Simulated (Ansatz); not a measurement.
Predict the output of the script below (the Python package of Ansatz (0.2.0)).

The script, `run_eos_lapw.py`:
```python
'''All-electron equation of state of Mo.'''

import ansatz as az
from ase.eos import EquationOfState
from ase.units import GPa
import numpy as np

VECTORS = np.array([
    [2.7355104, 0.0, 0.0],
    [-1.3677552, 2.3690215, 0.0],
    [0.0, 0.0, 2.5551807],
])
SITES = [
    ('Mo', [0.0, 0.0, 0.5]),
]


def make_crystal(cell):
    crystal = az.Crystal(lattice=az.Lattice.of(cell))
    for symbol, position in SITES:
        crystal = crystal.atom(symbol, position)
    return crystal

volumes, energies = [], []
for scale in np.linspace(0.94, 1.06, 5):
    cell = VECTORS * scale ** (1 / 3)
    base = (
        make_crystal(cell).calculation()
        .occupations('fermi_dirac', width=0.15)
        .functional('LDA')
        .kpoints(12, 12, 11)
        .pseudopotentials('all_electron', lapw=True)
    )
    rep = base.run(threads=1, pin='off').report
    volumes.append(abs(np.linalg.det(cell)) / len(SITES))
    energies.append(rep['free_energy_ev'] / len(SITES))
    print(f'{scale:.3f} {volumes[-1]:9.4f} A^3/atom {energies[-1]:16.5f} eV/atom  (estimated basis error {1000 * rep["lapw_basis_errors"]["total_ev_per_atom"]:.2f} meV/atom)')
v0, e0, bulk = EquationOfState(volumes, energies, eos='birchmurnaghan').fit()
print(f'V0 = {v0:.4f} A^3/atom, B0 = {bulk / GPa:.1f} GPa')
```

`python run_eos_lapw.py` gives:
```text
0.940   15.5653 A^3/atom    -110063.95018 eV/atom  (estimated basis error 0.07 meV/atom)
0.970   16.0620 A^3/atom    -110063.95633 eV/atom  (estimated basis error 0.07 meV/atom)
1.000   16.5588 A^3/atom    -110063.94066 eV/atom  (estimated basis error 0.07 meV/atom)
1.030   17.0556 A^3/atom    -110063.90639 eV/atom  (estimated basis error 0.07 meV/atom)
1.060   17.5523 A^3/atom    -110063.85628 eV/atom  (estimated basis error 0.07 meV/atom)
V0 = 15.9418 A^3/atom, B0 = 234.3 GPa
```

A third-order Birch-Murnaghan fit through the 5 points has its minimum at 15.94 Å³ an atom, 3.7 % below the typed cell, with a bulk modulus of 234 GPa and dB/dP = 4.2. From that minimum the energy rises by 6.8 meV an atom on the compressed side and 100.7 meV on the expanded side. The window is off centre, so dB/dP is rough.

Reading the output:
- All-electron totals depend on functional, relativistic treatment and basis; only differences at equal settings carry meaning.
- Shape and fractional positions are held along the curve, so the bulk modulus is an upper value where they are free to relax, by a factor of two or more in layered or hydrogen-bonded cells.
- The mesh is modest for a metal, so energies can be off by several to tens of meV an atom and pressures by half a GPa or more; differences at equal mesh fare better.
- A Fermi-Dirac width this large means warm electrons, whose thermal share enters the free energy.
- This isn't the structure that Mo takes at ambient conditions.
- By the engine's processor time: 39 s on 1 thread of Intel(R) Xeon(R) Processor @ 2.30GHz, on a shared host, peak memory 0.48 GiB.
